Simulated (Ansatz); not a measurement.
**SiGe− (quartet): the correlation ladder, aug-cc-pVDZ**

One table from this session's results is given with a row withheld; the runs are named, their logs left out.

Program: Ansatz 0.2.0, Gaussian basis. Level of theory: aug-cc-pVDZ, core rule «outside noble gas», up to 19 orbitals frozen. These are calculated values, not measurements.

The runs, in order: UHF; CCSD(T) on ROHF; CCSD(T) on UHF; BCCD(T) on ROHF; CISD; CCSDT(Q) on ROHF; CCSDT(Q) on UHF; CASSCF and MRCISD+Q, 9 electrons in 8 orbitals; CASSCF and NEVPT4(SD), 9 electrons in 8 orbitals; CASSCF and NEVPT2, 9 electrons in 8 orbitals.

12 further runs of the same task are left out: 5 that didn't finish, 7 set aside as unsound or not needed.

### The system

The geometry is a PBE0/def2-TZVPD stationary point (not a proven minimum) of the parent state, kept for this charge and spin. No spin-orbit coupling is included. The filled d shell of Ge may be among the frozen orbitals whatever the setting's name suggests; the logs give the count.

2 atoms, charge -1, spin multiplicity 4.

Atoms are counted from 1 here; the program's logs count them from 0.

Bond lengths: Si1–Ge2 2.228 Å.

Set-up of the first run:

Contents of in.yaml:

```yaml
crystal:
  periodic: [false, false, false]
  atoms:
    - {symbol: Si, position_ang: [0.000000, 0.000000, 0.000000]}
    - {symbol: Ge, position_ang: [0.000000, 0.000000, 2.227700]}
basis:
  gaussian: {orbitals: aug-cc-pVDZ}
total_charge: -1
magnetization: {spin_polarized: true, initial_magnetization: 3}
hamiltonian: {xc: hf}
output: {orbitals: {seedname: orbitals}}
```

Started as:

```bash
ansatz run in.yaml --threads 1 --pin off --events-out ev --progress --plain --max-ram 2393MiB
```

Steps of the session up to this table: UHF; CCSD(T) on ROHF; CCSD(T) on UHF; BCCD(T) on ROHF; CISD; CCSDT(Q) on ROHF; CCSDT(Q) on UHF; CASSCF and MRCISD+Q, 9 electrons in 8 orbitals; CASSCF and NEVPT4(SD), 9 electrons in 8 orbitals; CASSCF and NEVPT2, 9 electrons in 8 orbitals.

One table of the session follows, with a row left open; its other results are not shown here.

| method | from RCCSDT(Q) (meV) |
| --- | --- |
| RMP2 | +1255.8 |
| UMP2 | +1312.6 |
| CISD | ? |
| RCCSD | +596.4 |
| UCCSD | +585.1 |
| RCCSD(T) | +273.4 |
| UCCSD(T) | +275.7 |
| BCCD(T) | +277.1 |
| RCCSDT | +110.1 |
| UCCSDT | +111.3 |
| RCCSDT(Q) | 0 |
| UCCSDT(Q) | +6.3 |
| CASSCF valence | +3992.1 |
| NEVPT2 valence | +973.4 |
| NEVPT4(SD) valence | +96.2 |
| MRCISD valence | +435.6 |
| MRCISD+Q valence | +40.3 |

Estimate the missing values for CISD.

**Answer.** from RCCSDT(Q) (meV): +1009.1. In the column «from RCCSDT(Q) (meV)» it lies between NEVPT2 valence (+973.4) and RMP2 (+1255.8).

Left out of the table: ROHF, UHF (another determinant or state than the rows shown).

Caveats from the session: Warnings: coupled cluster took another determinant than the lowest. Restricted and unrestricted rows rest on different reference determinants; where their highest levels disagree by more than a few hundredths of an eV, they describe different states and don't form one ladder.
